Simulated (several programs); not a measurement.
**What each method gives for In4PN3 (ordering on zincblende)**

In4PN3, ordered on the zincblende lattice (I-42m) with 8 atoms a cell, relaxed with r2SCAN in Ansatz, was computed with several methods. The symmetry is I-42m (No. 121, tetragonal); a = 5.250 Å, c = 10.302 Å in the conventional setting, 17.75 Å³ an atom. N is surrounded by 4 In at 2.21 Å; In is surrounded by 3 N at 2.17–2.21 Å and 1 P at 2.48 Å; N is surrounded by 4 In at 2.17 Å; P is surrounded by 4 In at 2.48 Å. The cell comes from a prototype generator: it can be a known phase or a hypothetical one. Spin polarisation is off.

```yaml
crystal:
  lattice:
    - [-2.62517, 2.62517, 5.15090]
    - [2.62517, -2.62517, 5.15090]
    - [2.62517, 2.62517, -5.15090]
  atoms:
    - { symbol: N, position: [0.25000, 0.75000, 0.50000] }
    - { symbol: In, position: [0.85966, 0.41112, 0.00000] }
    - { symbol: N, position: [0.50000, 0.50000, 0.00000] }
    - { symbol: In, position: [0.14034, 0.14034, 0.55146] }
    - { symbol: N, position: [0.75000, 0.25000, 0.50000] }
    - { symbol: In, position: [0.41112, 0.85966, 0.00000] }
    - { symbol: P, position: [0.00000, 0.00000, 0.00000] }
    - { symbol: In, position: [0.58888, 0.58888, 0.44854] }
```

Gaps and times are for a single point on this cell; volume and bulk modulus come from each method's own relaxation or energy curve at fixed shape, which is too stiff where a cell has free coordinates or axes. Times are rough, from shared hosts (Arm Neoverse V2; NVIDIA H100 80GB HBM3), and each method has its own mesh and cell size. A double dagger marks a value from a curve with shape and coordinates held. PM6 (MOPAC), PM7 (MOPAC), GFN2-xTB (tblite) treat a cluster of cells at its zone centre, which samples few k points: where these miss a band edge, the gap comes out too large for that reason alone. Gaps from k meshes are read at a limited set of points (mesh, symmetry points, PBE's band edges), so each method's own least gap may be somewhat smaller. xTB and the PM methods were fitted mostly to molecules, and can miss a solid's gap by electronvolts. Minimal bases can be far off for gaps. Times of the plane-wave rungs are withheld (a dash), since they come from other jobs, hosts and meshes; the meshes of hybrids and Hartree-Fock don't converge their gaps to the digits shown. d marks a direct gap, i an indirect one (no mark: not told apart), a dash a value that wasn't computed or didn't pass its checks.

| method | kind | gap (eV) | own volume (Å³/atom) | bulk modulus (GPa) | atoms computed | processor time |
| --- | --- | --- | --- | --- | --- | --- |
| PM7 (MOPAC) | semi-empirical | 6.44 | – | – | cluster | 2.6 s |
| PM6 (MOPAC) | semi-empirical | 8.21 | – | – | cluster | 2.9 s |
| GFN2-xTB (tblite) | tight binding | 0.07 | – | – | cluster | 5.9 s |
| light PBE (260 eV, its own mesh) | light plane-wave | 0.01 | – | – | 8 | 6.2 s |
| PBE+SOC | semilocal | 0.01 | – | – | 8 | – |
| PBE | semilocal | 0.01 | 18.28 | 100‡ | 8 | – |
| PBE/SZV (CP2K) | small basis | 0.03 i | 19.14‡ | 93‡ | 8 | 36 s |
| r2SCAN | semilocal | 0.01 | 17.75 | 115‡ | 8 | – |
| HSE06 | hybrid | 0.28 d | – | – | 8 | – |
| PBE/DZVP (CP2K) | small basis | 0.01 | 18.52‡ | 99‡ | 8 | 2.2 min |

Against HSE06 (0.28 eV) the nearest gap at the points sampled is that of GFN2-xTB (tblite) (-0.21 eV) and the farthest that of PM6 (MOPAC) (+7.93 eV). HSE06 is only a yardstick of convenience, and nearness to it can be luck.

Volumes against r2SCAN's: PBE +3.0 %.

Runs without a result: GFN1-xTB (tblite) (single point).

With PBE and r2SCAN the bands overlap or touch, or nearly. Semilocal functionals can close a real gap, so this doesn't show a metal; small gaps of other methods may in turn close between the points read or with spin-orbit coupling, and the solid may be a semimetal.

Only the rows marked +SOC include spin-orbit coupling.
